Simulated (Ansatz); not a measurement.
# FH₅SSi₂: small, medium and large basis sets

The task here is to estimate one member of a computed series from the others.

Program: Ansatz 0.2.0, Gaussian basis. Level of theory: one geometry, several basis sets. These are calculated values, not measurements.

Levels to be run: PBE0-D4/def2-SVP; ωB97M-V/def2-SVP; PBE0-D4/def2-QZVPP; ωB97M-V/def2-QZVPP; CCSD(T)/cc-pV(D+d)Z; CCSD(T)/cc-pV(T+d)Z; CCSD(T)/cc-pV(Q+d)Z; the functionals' def2-TZVPP values are taken from earlier runs.

## The geometry

An earlier PBE0-D4 in a triple-zeta def2 set relaxation fixed the geometry.

SMILES `F[SiH2]S[SiH3]`, 9 atoms, charge 0, spin multiplicity 1.

Atoms are counted from 1 here; the program's logs count them from 0.

Bond lengths: F1–Si2 1.598 Å, Si2–S3 2.114 Å, Si2–H5 1.479 Å, Si2–H6 1.479 Å, S3–Si4 2.147 Å, Si4–H7 1.482 Å, Si4–H8 1.482 Å, Si4–H9 1.485 Å. Angles: F1–Si2–S3 111.3°, F1–Si2–H5 108.5°, F1–Si2–H6 106.4°, S3–Si2–H5 106.5°, S3–Si2–H6 111.3°, H5–Si2–H6 112.8°, Si2–S3–Si4 98.9°, S3–Si4–H7 106.6°, S3–Si4–H8 110.8°, S3–Si4–H9 109.5°, H7–Si4–H8 109.8°, H7–Si4–H9 110.5°, H8–Si4–H9 109.6°.

The first run:

Contents of in.yaml:

```yaml
crystal:
  periodic: [false, false, false]
  atoms:
    - {symbol: F, position_ang: [-1.295588, 1.125796, -1.455504]}
    - {symbol: Si, position_ang: [0.141077, 1.390212, -0.806560]}
    - {symbol: S, position_ang: [1.247524, -0.403098, -0.636293]}
    - {symbol: Si, position_ang: [-0.002167, -1.430878, 0.774804]}
    - {symbol: H, position_ang: [0.908217, 2.274027, -1.710335]}
    - {symbol: H, position_ang: [-0.104119, 1.999172, 0.519213]}
    - {symbol: H, position_ang: [0.880605, -2.352075, 1.529300]}
    - {symbol: H, position_ang: [-1.056862, -2.204852, 0.077808]}
    - {symbol: H, position_ang: [-0.630089, -0.444603, 1.690369]}
basis:
  gaussian: {orbitals: def2-SVP}
hamiltonian: {xc: pbe0, dispersion: d4}
output: {orbitals: {seedname: orbitals}}
```

On the command line:

```
> ansatz run in.yaml --threads 2 --pin off --events-out ev --progress --plain --max-ram 32768MiB --backend cpu
```

Steps of the session up to this table: PBE0-D4 in def2-SVP; ωB97M-V in def2-SVP; PBE0-D4 in def2-QZVPP; ωB97M-V in def2-QZVPP.

One table of the session follows, with a row left open; its other results are not shown here.

```
functional       basis  HOMO (eV)  LUMO (eV)
   PBE0-D4    def2-SVP      -7.86       0.12
   PBE0-D4  def2-TZVPP      -7.91      -0.20
   PBE0-D4  def2-QZVPP      -7.93      -0.34
   ωB97M-V    def2-SVP          ?          ?
   ωB97M-V  def2-TZVPP     -10.07       1.57
   ωB97M-V  def2-QZVPP     -10.10       1.20
```

Q: Estimate the row for ωB97M-V, def2-SVP from the others.

As computed: HOMO (eV): -9.97; LUMO (eV): 2.08. In the column «HOMO (eV)» it lies between ωB97M-V, def2-TZVPP (-10.07) and PBE0-D4, def2-QZVPP (-7.93).
